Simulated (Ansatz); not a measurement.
**C2H7NSSi: up Jacob's ladder to CCSD(T)**

The task here is to estimate one member of a computed series from the others.

Program: Ansatz 0.2.0, Gaussian basis. Level of theory: functionals in def2-TZVPP, the program's frozen cores in correlated methods. These are calculated values, not measurements.

Plan: PBE-D4, r2SCAN-D4, PBE0-D4, B3LYP-D4, ωB97X-V, ωB97M-V, B2PLYP; CCSD(T)/def2-TZVPP; MP2/def2-QZVPP; extrapolation to the limit.

## The relaxed structure

All runs share one geometry, relaxed beforehand with PBE0-D4 in a triple-zeta def2 set.

SMILES `C[SiH]1NCS1`, 12 atoms, charge 0, spin multiplicity 1.

Atoms are counted from 1 here; the program's logs count them from 0.

Bond lengths: C1–Si2 1.855 Å, C1–H6 1.094 Å, C1–H7 1.095 Å, C1–H8 1.091 Å, Si2–N3 1.722 Å, Si2–S5 2.140 Å, Si2–H9 1.494 Å, N3–C4 1.453 Å, N3–H10 1.006 Å, C4–S5 1.849 Å, C4–H11 1.094 Å, C4–H12 1.094 Å. Angles: Si2–C1–H6 110.3°, Si2–C1–H7 110.3°, Si2–C1–H8 111.0°, H6–C1–H7 107.5°, H6–C1–H8 108.8°, H7–C1–H8 108.9°, C1–Si2–N3 117.4°, C1–Si2–S5 117.6°, C1–Si2–H9 107.4°, N3–Si2–S5 82.2°, N3–Si2–H9 115.8°, S5–Si2–H9 115.1°, Si2–N3–C4 100.7°, Si2–N3–H10 131.3°, C4–N3–H10 118.1°, N3–C4–S5 100.9°, N3–C4–H11 113.9°, N3–C4–H12 113.5° and more.

Coordinates:

```xyz
12
C2H7NSSi
C    -1.7480    0.0531    1.0202
Si    0.0271    0.3823    0.5935
N     0.8662   -0.8297   -0.2969
C     1.3128   -0.0604   -1.4456
S     0.4264    1.5376   -1.1630
H    -2.2224    0.9640    1.3966
H    -1.8156   -0.7035    1.8082
H    -2.3009   -0.2965    0.1468
H     0.7038    0.8627    1.8356
H     1.4353   -1.6022    0.0057
H     2.3911    0.1234   -1.4632
H     1.0011   -0.4860   -2.4039
```

The first run:

in.yaml reads:

```yaml
crystal:
  periodic: [false, false, false]
  atoms:
    - {symbol: C, position_ang: [-1.748013, 0.053100, 1.020155]}
    - {symbol: Si, position_ang: [0.027094, 0.382265, 0.593467]}
    - {symbol: N, position_ang: [0.866241, -0.829666, -0.296865]}
    - {symbol: C, position_ang: [1.312784, -0.060403, -1.445629]}
    - {symbol: S, position_ang: [0.426407, 1.537602, -1.163003]}
    - {symbol: H, position_ang: [-2.222400, 0.964031, 1.396625]}
    - {symbol: H, position_ang: [-1.815610, -0.703475, 1.808216]}
    - {symbol: H, position_ang: [-2.300896, -0.296485, 0.146767]}
    - {symbol: H, position_ang: [0.703751, 0.862694, 1.835593]}
    - {symbol: H, position_ang: [1.435313, -1.602169, 0.005684]}
    - {symbol: H, position_ang: [2.391051, 0.123429, -1.463213]}
    - {symbol: H, position_ang: [1.001079, -0.486023, -2.403898]}
basis:
  gaussian: {orbitals: def2-TZVPP}
hamiltonian: {xc: pbe, dispersion: d4}
output: {forces: true, orbitals: {seedname: orbitals}}
```

Command:

```sh
ansatz run in.yaml --threads 4 --pin off --events-out ev --progress --plain --max-ram 10444MiB
```

Among the steps run: PBE-D4 (GGA); r2SCAN-D4 (meta-GGA); PBE0-D4 (hybrid); B3LYP-D4 (hybrid); ωB97X-V (range-separated); ωB97M-V (range-separated); B2PLYP (double hybrid); CCSD(T) in def2-TZVPP; MP2 in def2-QZVPP.

One table of the session follows, with a row left open; its other results are not shown here.

It belongs to the step «Atomisation energies». 

```
            method  atomisation energy (kcal/mol)
            PBE-D4                         1071.9
         r2SCAN-D4                         1052.9
           PBE0-D4                         1056.8
          B3LYP-D4                         1051.2
           ωB97X-V                         1059.1
           ωB97M-V                         1058.3
            B2PLYP                         1038.1
     HF/def2-TZVPP                          754.8
    MP2/def2-TZVPP                         1035.1
   CCSD/def2-TZVPP                         1004.7
CCSD(T)/def2-TZVPP                         1020.9
           MP2/CBS                              ?
       CCSD(T)/CBS                         1051.7
```

Estimate the missing values for MP2/CBS.

As computed: atomisation energy (kcal/mol): 1065.9. In the column «atomisation energy (kcal/mol)» it lies between ωB97X-V (1059.1) and PBE-D4 (1071.9).
